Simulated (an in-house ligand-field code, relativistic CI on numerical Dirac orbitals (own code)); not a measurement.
# d2 in a ligand field: terms against the cubic field

Aim: the terms of a d2 shell from Racah B and C and the field, by exact diagonalisation.

Method: parametric ligand-field model of a d^n configuration (Racah B and C, spin-orbit zeta, crystal field), exact diagonalisation. Code: an in-house ligand-field code version 1.

## Step 1: What is computed

- shell: d2
- set 1 (cm⁻¹): B = 720, C = 3150, Oh, 10Dq = 23760
- set 2 (cm⁻¹): B = 720, C = 3150, Oh, 10Dq = 25200
- set 3 (cm⁻¹): B = 720, C = 3150, Oh, 10Dq = 26640
- set 4 (cm⁻¹): B = 720, C = 3150, Oh, 10Dq = 28080
- set 5 (cm⁻¹): B = 720, C = 3150, Oh, 10Dq = 29520
- set 6 (cm⁻¹): B = 720, C = 3150, Oh, 10Dq = 30960
- set 7 (cm⁻¹): B = 720, C = 3150, Oh, 10Dq = 32400
- set 8 (cm⁻¹): B = 720, C = 3150, Oh, 10Dq = 33840

## Step 2: Set 1

Settings of the run:

```ini
n = 2
racah_B = 720  # cm-1
racah_C = 3150  # cm-1
zeta = 0  # cm-1
symmetry = Oh
field = {"10Dq": 23760}  # cm-1
```

## Step 3: Set 2

Settings of the run:

```ini
n = 2
racah_B = 720  # cm-1
racah_C = 3150  # cm-1
zeta = 0  # cm-1
symmetry = Oh
field = {"10Dq": 25200}  # cm-1
```

## Step 4: Set 3

Settings of the run:

```ini
n = 2
racah_B = 720  # cm-1
racah_C = 3150  # cm-1
zeta = 0  # cm-1
symmetry = Oh
field = {"10Dq": 26640}  # cm-1
```

## Step 5: Set 4

Settings of the run:

```ini
n = 2
racah_B = 720  # cm-1
racah_C = 3150  # cm-1
zeta = 0  # cm-1
symmetry = Oh
field = {"10Dq": 28080}  # cm-1
```

## Step 6: Set 5

Settings of the run:

```ini
n = 2
racah_B = 720  # cm-1
racah_C = 3150  # cm-1
zeta = 0  # cm-1
symmetry = Oh
field = {"10Dq": 29520}  # cm-1
```

## Step 7: Set 6

Settings of the run:

```ini
n = 2
racah_B = 720  # cm-1
racah_C = 3150  # cm-1
zeta = 0  # cm-1
symmetry = Oh
field = {"10Dq": 30960}  # cm-1
```

## Step 8: Set 7

Settings of the run:

```ini
n = 2
racah_B = 720  # cm-1
racah_C = 3150  # cm-1
zeta = 0  # cm-1
symmetry = Oh
field = {"10Dq": 32400}  # cm-1
```

## Step 9: Set 8

Settings of the run:

```ini
n = 2
racah_B = 720  # cm-1
racah_C = 3150  # cm-1
zeta = 0  # cm-1
symmetry = Oh
field = {"10Dq": 33840}  # cm-1
```

(Steps that only read results are left out.)

Before running it: what results should come out? Wanted: lowest terms.

The runs gave:

| set | 10Dq/B (size) | lowest | S | electrons in z² and x²-y² | first level of the same spin (cm⁻¹) |
| --- | --- | --- | --- | --- | --- |
| 1: Oh | 33.0 | 3T1 | 1.00 | 0.02 | 3T2 22205 |
| 2: Oh | 35.0 | 3T1 | 1.00 | 0.02 | 3T2 23619 |
| 3: Oh | 37.0 | 3T1 | 1.00 | 0.02 | 3T2 25034 |
| 4: Oh | 39.0 | 3T1 | 1.00 | 0.01 | 3T2 26452 |
| 5: Oh | 41.0 | 3T1 | 1.00 | 0.01 | 3T2 27871 |
| 6: Oh | 43.0 | 3T1 | 1.00 | 0.01 | 3T2 29292 |
| 7: Oh | 45.0 | 3T1 | 1.00 | 0.01 | 3T2 30714 |
| 8: Oh | 47.0 | 3T1 | 1.00 | 0.01 | 3T2 32138 |

| quantity | value |
| --- | --- |
| lowest terms | 1: 3T1, 2: 3T1, 3: 3T1, 4: 3T1, 5: 3T1, 6: 3T1, 7: 3T1, 8: 3T1 |

What this shows: The lowest term stays 3T1 over this range. B, C and the field are free parameters here, not those of a compound.
